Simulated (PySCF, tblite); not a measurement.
# C₅H₁₃NSi: geometry, infrared bands and NMR shifts

What infrared bands and NMR shifts should C₅H₁₃NSi (`C=N[SiH2][C@H](C)CC`) show?

Programs: tblite 0.8.0 and PySCF 2.14.0, with density-fitted response routines of our own. Each step states its level of theory. These are calculated values for one molecule in the gas phase, unless marked as measured. Atoms are numbered from 0 throughout.

## 1. The molecule as given

20 atoms, charge 0, multiplicity 1; geometry from: force field or distance geometry start.

Bonds of the start (Å): C0–N1 1.31, N1–Si2 1.77, Si2–C3 1.85, C3–C4 1.53, C3–C5 1.50, C5–C6 1.49, C0–H7 1.09, C0–H8 1.08, Si2–H9 1.47, Si2–H10 1.46, C3–H11 1.11, C4–H12 1.10, C4–H13 1.08, C4–H14 1.14, C5–H15 1.13, C5–H16 1.10, C6–H17 1.11, C6–H18 1.10, C6–H19 1.11.

## 2. Relaxing the molecule with GFN2-xTB

Job settings and geometry (Å):

```
{"job": {"kind": "relax", "xc": "GFN2-xTB", "basis": "xTB"}, "charge": 0, "multiplicity": 1}
C      2.428000     2.248900     0.485400
N      1.243200     1.691600     0.427800
Si     1.237400     0.024500    -0.156300
C     -0.303900    -0.901800     0.270500
C     -0.180100    -2.268900    -0.402700
C     -1.579400    -0.302500    -0.240300
C     -1.844300     1.083100     0.249400
H      2.424300     3.275100     0.859000
H      3.324500     1.728100     0.179800
H      1.494800    -0.008400    -1.603200
H      2.343800    -0.675700     0.490800
H     -0.392800    -1.093300     1.361900
H      0.776700    -2.737800    -0.118100
H     -1.056300    -2.891200    -0.255800
H     -0.106500    -2.031600    -1.510800
H     -2.400600    -0.941300     0.207500
H     -1.677200    -0.434300    -1.330600
H     -1.092800     1.350400     1.016400
H     -1.783100     1.757400    -0.623700
H     -2.860900     1.138400     0.690000
```

Started as:

```console
$ OMP_NUM_THREADS=1 python probes_run.py task.json out
```

This one command runs all jobs of the session in turn.

**Question.** This job is followed by: GFN2-xTB harmonic vibrations, gas phase; GIAO PBE0/pcSseg-1 NMR shielding, non-relativistic, gas phase. Predict these results of the whole session: strongest single infrared mode (GFN2-xTB); zero-point energy (GFN2-xTB); 13C shifts against TMS (PBE0/pcSseg-1); 1H shifts against TMS (PBE0/pcSseg-1, means over atoms taken as alike); 15N shifts against NH3 (PBE0/pcSseg-1); 29Si shifts against TMS (PBE0/pcSseg-1).

As calculated:

```
                                                              quantity                                                     value
                             strongest single infrared mode (GFN2-xTB)                                     2169 cm⁻¹, 388 km/mol
                                          zero-point energy (GFN2-xTB)                                            104.7 kcal/mol
                                13C shifts against TMS (PBE0/pcSseg-1)                         171.1, 35.3, 28.2, 19.4, 17.3 ppm
1H shifts against TMS (PBE0/pcSseg-1, means over atoms taken as alike)  8.73, 8.61, 4.98, 4.95, 1.71, 1.66, 1.36, 1.15, 0.81 ppm
                                15N shifts against NH3 (PBE0/pcSseg-1)                                                 427.6 ppm
                               29Si shifts against TMS (PBE0/pcSseg-1)                                                 -22.4 ppm
```

In words: Relaxing lowered the energy by 0.780 eV in 90 steps; the close pair that moved most is Si2–C3, from 1.848 to 1.913 Å. No mode is imaginary among the 54: a minimum at this level. The strongest single mode, at 2169 cm⁻¹, moves mainly H10. GFN2-xTB is a fitted tight-binding method: band positions and strengths are rough. Its intensities can rank the bands wrongly. At PBE0/pcSseg-1: Shielding is most anisotropic at N1 (span 870 ppm, paramagnetic term -492 ppm).
